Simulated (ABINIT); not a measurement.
# GaGe3 (Pm-3m) in ABINIT: settings compared

One crystal, GaGe3, is run at these levels: LDA, r2SCAN, PBE; tasks: band structure.

All numbers are computed with ABINIT 10.8.3 (patched build); they aren't measurements. Logs are shortened: lines on timing, memory, paths and dates and some standing lists are left out, and cuts for length are marked. The log counts tension as positive stress, the text compression.

### 1 The structure

It takes space group Pm-3m (No. 221, cubic). The conventional cell has a = 4.278 Å, b = 4.278 Å, c = 4.278 Å, α = 90.00°, β = 90.00°, γ = 90.00°. Ge (site symmetry 4/mmm) is surrounded by 8 Ge at 3.03 Å and 4 Ga at 3.03 Å. Ga (site symmetry m-3m) has 12 Ge at 3.03 Å as nearest neighbours.

The cell comes from a database or a generator and needn't be the stable form of this composition.

### 2 Band structure, LDA

Input file run.abi:

```
ndtset 2

pp_dirpath "./"
pseudos "Ge.LDA_PW-JTH.xml, Ga.LDA_PW-JTH.xml"

acell 3*1.0
rprim
     8.0851289735     0.0000000000     0.0000000000
     0.0000000000     8.0851289735     0.0000000000
     0.0000000000     0.0000000000     8.0851289735
ntypat 2
znucl 32 31
natom 4
typat 1 1 1 2
xred
     0.5000000000     0.5000000000     0.0000000000
     0.5000000000     0.0000000000     0.5000000000
     0.0000000000     0.5000000000     0.5000000000
     0.0000000000     0.0000000000     0.0000000000

ecut 22.0
pawecutdg 44.0

ixc 7

occopt 3
tsmear 0.05 eV

nstep 100

iomode 3
prtwf 0
prteig 0
prtebands 0
enunit 1
prtden1 1
prtvha1 1
prtvclmb1 1
prtpot1 1

kptopt1 1
ngkpt1 6 6 6
nshiftk1 1
shiftk1 0.0 0.0 0.0
nband1 33
tolvrs1 1.0e-9

iscf2 -2
getden2 1
nband2 39
nbdbuf2 4
tolwfr2 1.0e-11
kptopt2 -5
ndivsm2 6
prteig2 1
kptbounds2
     0.0000000000     0.0000000000     0.0000000000
     0.0000000000     0.5000000000     0.0000000000
     0.5000000000     0.5000000000     0.0000000000
     0.0000000000     0.0000000000     0.0000000000
     0.5000000000     0.5000000000     0.5000000000
     0.0000000000     0.5000000000     0.0000000000
```

Potentials or basis: JTH PAW LDA v2.0.

On the command line:

```sh
> mpirun --bind-to none -np 4 abinit run.abi > log 2>&1
```

run.abo:

```text
.Version 10.8.3 of ABINIT
 DATASET    1 : space group Pm -3 m (#221); Bravais cP (primitive cubic)
================================================================================
 Values of the parameters that define the memory need for DATASET  1.
     intxc =       0    ionmov =       0      iscf =      17    lmnmax =      18
     lnmax =       6     mgfft =      36  mpssoang =       3    mqgrid =    3001
     natom =       4  nloc_mem =       2    nspden =       1   nspinor =       1
    nsppol =       1      nsym =      48    n1xccc =       1    ntypat =       2
    occopt =       3   xclevel =       1
       mpw =        2629          nfft =       46656          nkpt =          20
Pmy_natom=         1
 PAW method is used; the additional fine FFT grid is defined by:
   mgfftf=        50    nfftf =    125000
================================================================================
================================================================================

 DATASET    2 : space group Pm -3 m (#221); Bravais cP (primitive cubic)
================================================================================
 Values of the parameters that define the memory need for DATASET  2.
     intxc =       0    ionmov =       0      iscf =      -2    lmnmax =      18
     lnmax =       6     mgfft =      36  mpssoang =       3    mqgrid =    3001
     natom =       4  nloc_mem =       2    nspden =       1   nspinor =       1
    nsppol =       1      nsym =      48    n1xccc =       1    ntypat =       2
    occopt =       3   xclevel =       1
       mpw =        2624          nfft =       46656          nkpt =          39
Pmy_natom=         1
 PAW method is used; the additional fine FFT grid is defined by:
   mgfftf=        50    nfftf =    125000
================================================================================
================================================================================

--------------------------------------------------------------------------------
------------- Echo of variables that govern the present computation ------------
--------------------------------------------------------------------------------
 -outvars: echo values of preprocessed input variables --------
            acell      1.0000000000E+00  1.0000000000E+00  1.0000000000E+00 Bohr
              amu      7.26100000E+01  6.97230000E+01
             ecut      2.20000000E+01 Hartree
           enunit           1
           getden1          0
           getden2          1
             iscf1         17
             iscf2         -2
              ixc           7
           jdtset        1    2
           kptopt1          1
           kptopt2         -5
         kptrlatt        6    0    0      0    6    0      0    0    6
          kptrlen1     4.85107738E+01
          kptrlen2     3.00000000E+01
            natom           4
            nband1         33
            nband2         39
           nbdbuf1          0
           nbdbuf2          4
           ndtset           2
           ndivsm1          0
           ndivsm2          6
            ngfft          36      36      36
          ngfftdg          50      50      50
             nkpt1         20
             nkpt2         39
            nstep         100
             nsym          48
           ntypat           2
           occopt           3
        pawecutdg      4.40000000E+01 Hartree
        prtebands           0
           prteig1          0
           prteig2          1
           prtpot1          1
           prtpot2          0
         prtvclmb1          1
         prtvclmb2          0
           prtvha1          1
           prtvha2          0
            prtwf           0
            rprim      8.0851289735E+00  0.0000000000E+00  0.0000000000E+00
                       0.0000000000E+00  8.0851289735E+00  0.0000000000E+00
                       0.0000000000E+00  0.0000000000E+00  8.0851289735E+00
           shiftk1     0.00000000E+00  0.00000000E+00  0.00000000E+00
           shiftk2     5.00000000E-01  5.00000000E-01  5.00000000E-01
          spgroup         221
           tolvrs1     1.00000000E-09
[... 263 lines left out ...]
 Unit cell volume ucvol=  5.2851931E+02 bohr^3
 Angles (23,13,12)=  9.00000000E+01  9.00000000E+01  9.00000000E+01 degrees

 Coarse grid specifications (used for wave-functions):

 getcut: wavevector=  0.0000  0.0000  0.0000  ngfft=  36  36  36
         ecut(hartree)=     22.000   => boxcut(ratio)=   2.10882

 Fine grid specifications (used for densities):

 getcut: wavevector=  0.0000  0.0000  0.0000  ngfft=  50  50  50
         ecut(hartree)=     44.000   => boxcut(ratio)=   2.07105
--------------------------------------------------------------------------------

================================================================================
 Non-SCF case, kpt    1 (  0.00000  0.00000  0.00000), residuals and eigenvalues=
  4.57E-12  5.44E-12  6.51E-12  5.49E-12  4.73E-12  8.09E-12  3.16E-12  2.98E-12
  3.78E-12  5.09E-12  5.72E-12  3.44E-12  4.93E-12  9.50E-12  4.30E-12  1.46E-12
  6.08E-12  6.01E-12  3.03E-12  5.87E-12  6.11E-12  5.66E-12  2.37E-12  3.31E-12
  4.51E-12  6.05E-12  2.86E-12  2.77E-12  8.29E-12  5.94E-12  3.89E-12  6.36E-12
  6.28E-12  6.05E-12  6.97E-12  1.31E-09  9.17E-12  3.14E-11  4.50E-11
 -6.2868E-01 -6.2868E-01 -6.2868E-01 -6.2829E-01 -6.2708E-01 -6.2708E-01
 -6.2598E-01 -6.2598E-01 -6.2598E-01 -6.2531E-01 -6.2531E-01 -6.2441E-01
 -6.2399E-01 -6.2399E-01 -6.2399E-01 -2.6012E-01 -2.6012E-01 -2.5955E-01
 -2.5955E-01 -2.5955E-01 -1.7592E-01  7.5145E-02  7.5145E-02  1.4583E-01
  1.4583E-01  1.4583E-01  1.5808E-01  3.7780E-01  3.7780E-01  3.7780E-01
[... 482 lines left out ...]
  6.1894E-01  6.4119E-01  6.5204E-01
 Non-SCF case, kpt   39 (  0.00000  0.50000  0.00000), residuals and eigenvalues=
  5.83E-12  9.74E-12  4.33E-12  3.82E-12  7.62E-12  9.37E-12  4.69E-12  7.96E-12
  3.85E-12  7.58E-12  2.94E-12  8.06E-12  7.13E-12  8.60E-12  9.95E-12  4.67E-12
  9.13E-12  5.54E-12  3.61E-12  4.95E-12  4.11E-12  9.30E-12  1.17E-12  2.14E-12
  3.22E-12  1.43E-12  6.02E-12  6.66E-12  1.90E-12  1.67E-12  1.35E-12  1.01E-12
  7.65E-12  5.12E-12  1.20E-12  3.91E-12  9.67E-09  2.82E-07  9.18E-06
 -6.2851E-01 -6.2733E-01 -6.2692E-01 -6.2673E-01 -6.2673E-01 -6.2631E-01
 -6.2631E-01 -6.2621E-01 -6.2618E-01 -6.2616E-01 -6.2576E-01 -6.2576E-01
 -6.2532E-01 -6.2520E-01 -6.2399E-01 -2.5999E-01 -2.5995E-01 -2.5995E-01
 -2.5962E-01 -2.5954E-01 -1.1387E-01 -8.8796E-02  9.0220E-02  1.5617E-01
  2.1404E-01  2.1404E-01  2.3618E-01  2.3618E-01  2.8402E-01  2.9340E-01
  4.4018E-01  4.4696E-01  4.5288E-01  4.5288E-01  4.9422E-01  4.9422E-01
  6.0450E-01  6.2678E-01  6.3857E-01

--- !ResultsGS
iteration_state: {dtset: 2, }
comment   : Summary of ground state results
lattice_vectors:
- [  8.0851290,   0.0000000,   0.0000000, ]
- [  0.0000000,   8.0851290,   0.0000000, ]
- [  0.0000000,   0.0000000,   8.0851290, ]
lattice_lengths: [   8.08513,    8.08513,    8.08513, ]
lattice_angles: [ 90.000,  90.000,  90.000, ] # degrees, (23, 13, 12)
lattice_volume:   5.2851931E+02
convergence: {deltae:  0.000E+00, res2:  0.000E+00, residm:  9.974E-12, diffor:  0.000E+00, }
etotal    :  -3.66725910E+02
entropy   :   0.00000000E+00
fermie    :   2.83531564E-01
cartesian_stress_tensor: null
pressure_GPa: null
xred      :
- [  5.0000E-01,   5.0000E-01,   0.0000E+00, Ge]
- [  5.0000E-01,   0.0000E+00,   5.0000E-01, Ge]
- [  0.0000E+00,   5.0000E-01,   5.0000E-01, Ge]
- [  0.0000E+00,   0.0000E+00,   0.0000E+00, Ga]
cartesian_forces: null
force_length_stats: {min: null, max: null, mean: null, }
...

 Integrated electronic density in atomic spheres:
 ------------------------------------------------
 Atom  Sphere_radius  Integrated_density
    1        2.30477         12.16083172
    2        2.30477         12.16083172
    3        2.30477         12.16083172
    4        2.10359         10.98979587

================================================================================

 ----iterations are completed or convergence reached----

 Mean square residual over all n,k,spin=   52.444E-13; max=  99.745E-13
 reduced coordinates (array xred) for    4 atoms
       0.500000000000      0.500000000000      0.000000000000
       0.500000000000      0.000000000000      0.500000000000
       0.000000000000      0.500000000000      0.500000000000
       0.000000000000      0.000000000000      0.000000000000

 cartesian coordinates (angstrom) at end:
    1      2.13923299854260     2.13923299854260     0.00000000000000
    2      2.13923299854260     0.00000000000000     2.13923299854260
    3      0.00000000000000     2.13923299854260     2.13923299854260
    4      0.00000000000000     0.00000000000000     0.00000000000000
 length scales=  1.000000000000  1.000000000000  1.000000000000 bohr
              =  0.529177210544  0.529177210544  0.529177210544 angstroms
 Eigenvalues (   eV  ) for nkpt=  39  k points:
 kpt#   1, nband= 39, wtk=  1.00000, kpt=  0.0000  0.0000  0.0000 (reduced coord)
 -17.10719  -17.10719  -17.10719  -17.09663  -17.06369  -17.06369  -17.03383  -17.03383
 -17.03383  -17.01566  -17.01566  -16.99096  -16.97965  -16.97965  -16.97965   -7.07816
  -7.07816   -7.06270   -7.06270   -7.06270   -4.78690    2.04479    2.04479    3.96820
   3.96820    3.96820    4.30145   10.28034   10.28034   10.28034   11.20354   11.20354
  11.20354   14.43361   14.43361   14.74994   14.87293   14.87293   14.87293
 kpt#   2, nband= 39, wtk=  1.00000, kpt=  0.0000  0.0833  0.0000 (reduced coord)
 -17.10700  -17.10535  -17.10535  -17.09553  -17.06365  -17.06262  -17.03416  -17.03393
 -17.03393  -17.01672  -17.01571  -16.99212  -16.98200  -16.98200  -16.97967   -7.07793
  -7.07723   -7.06345   -7.06345   -7.06269   -4.73183    1.58220    2.06842    3.74509
   4.02880    4.02880    5.10744   10.00447   10.09693   10.09693   10.83687   11.07217
  11.07217   14.57290   14.84154   14.92351   15.15962   15.34243   15.34243
 kpt#   3, nband= 39, wtk=  1.00000, kpt=  0.0000  0.1667  0.0000 (reduced coord)
 -17.10623  -17.09955  -17.09955  -17.09175  -17.06324  -17.05930  -17.03499  -17.03420
 -17.03420  -17.01993  -17.01568  -16.99509  -16.98845  -16.98845  -16.97966   -7.07731
  -7.07468   -7.06547   -7.06547   -7.06264   -4.56689    0.67051    2.13529    3.75200
   4.20977    4.20977    6.36326    9.39976    9.45545    9.45545   10.08908   11.07140
[... 203 lines left out ...]
   4.84341    5.19832    7.02675    7.87690    9.19600    9.34506    9.80656   10.29571
  12.52977   13.17230   13.25463   13.69732   17.21957   17.77096   19.11535
 kpt#  38, nband= 39, wtk=  1.00000, kpt=  0.0625  0.5000  0.0625 (reduced coord)
 -17.10057  -17.07028  -17.05923  -17.05582  -17.05554  -17.04439  -17.04105  -17.04088
 -17.03917  -17.03804  -17.02728  -17.02543  -17.01688  -17.01214  -16.98202   -7.07467
  -7.07425   -7.07388   -7.06401   -7.06317   -3.03558   -2.35844    2.23604    3.92124
   5.48404    5.94150    6.16961    6.88551    8.31242    8.41761   11.11170   11.51608
  12.37572   12.83609   13.27285   13.51089   16.84209   17.44773   17.74299
 kpt#  39, nband= 39, wtk=  1.00000, kpt=  0.0000  0.5000  0.0000 (reduced coord)
 -17.10258  -17.07040  -17.05930  -17.05422  -17.05422  -17.04272  -17.04272  -17.04000
 -17.03922  -17.03858  -17.02780  -17.02780  -17.01594  -17.01257  -16.97961   -7.07474
  -7.07367   -7.07367   -7.06468   -7.06244   -3.09843   -2.41625    2.45500    4.24951
   5.82440    5.82440    6.42690    6.42690    7.72870    7.98369   11.97800   12.16229
  12.32353   12.32353   13.44847   13.44847   16.44934   17.05543   17.37628

== END DATASET(S) ==============================================================
================================================================================

 -outvars: echo values of variables after computation  --------
            acell      1.0000000000E+00  1.0000000000E+00  1.0000000000E+00 Bohr
           etotal1    -3.6672590973E+02
            fcart1    -0.0000000000E+00 -0.0000000000E+00 -0.0000000000E+00
                      -0.0000000000E+00 -0.0000000000E+00 -0.0000000000E+00
                      -0.0000000000E+00 -0.0000000000E+00 -0.0000000000E+00
                      -0.0000000000E+00 -0.0000000000E+00 -0.0000000000E+00
            rprim      8.0851289735E+00  0.0000000000E+00  0.0000000000E+00
                       0.0000000000E+00  8.0851289735E+00  0.0000000000E+00
                       0.0000000000E+00  0.0000000000E+00  8.0851289735E+00
           strten1     1.7811240099E-04  1.7811240099E-04  1.7811240099E-04
                       0.0000000000E+00  0.0000000000E+00  0.0000000000E+00
           xangst      2.1392329985E+00  2.1392329985E+00  0.0000000000E+00
                       2.1392329985E+00  0.0000000000E+00  2.1392329985E+00
                       0.0000000000E+00  2.1392329985E+00  2.1392329985E+00
                       0.0000000000E+00  0.0000000000E+00  0.0000000000E+00
             xred      5.0000000000E-01  5.0000000000E-01  0.0000000000E+00
                       5.0000000000E-01  0.0000000000E+00  5.0000000000E-01
                       0.0000000000E+00  5.0000000000E-01  5.0000000000E-01
                       0.0000000000E+00  0.0000000000E+00  0.0000000000E+00
 Calculation completed.
```

Wall time 21 s (4 MPI ranks of AMD EPYC 9R45 (Zen 5), shared host); peak memory 0.48 GiB.

Results:

* Free energy: -9979.1204 eV
* Pressure: -5.2 GPa
* Band gap on the k mesh: none (metal or under the smearing width)
* Valence electrons inside the program's atomic spheres: Ge 12.16; Ga 10.99

Levels at the corners of the path, in eV from the Fermi level:
```tsv
point	band 25	band 26	band 27	band 28	band 29	band 30
Γ	-3.75	-3.75	-3.41	2.57	2.57	2.57
X	-1.89	-1.89	-1.29	-1.29	0.01	0.27
M	-0.78	-0.21	-0.21	0.08	0.26	0.26
Γ	-3.75	-3.75	-3.41	2.57	2.57	2.57
R	-5.27	-4.84	-4.84	-4.84	6.50	6.50
X	-1.89	-1.89	-1.29	-1.29	0.01	0.27
```

[end of part 1 of 2]
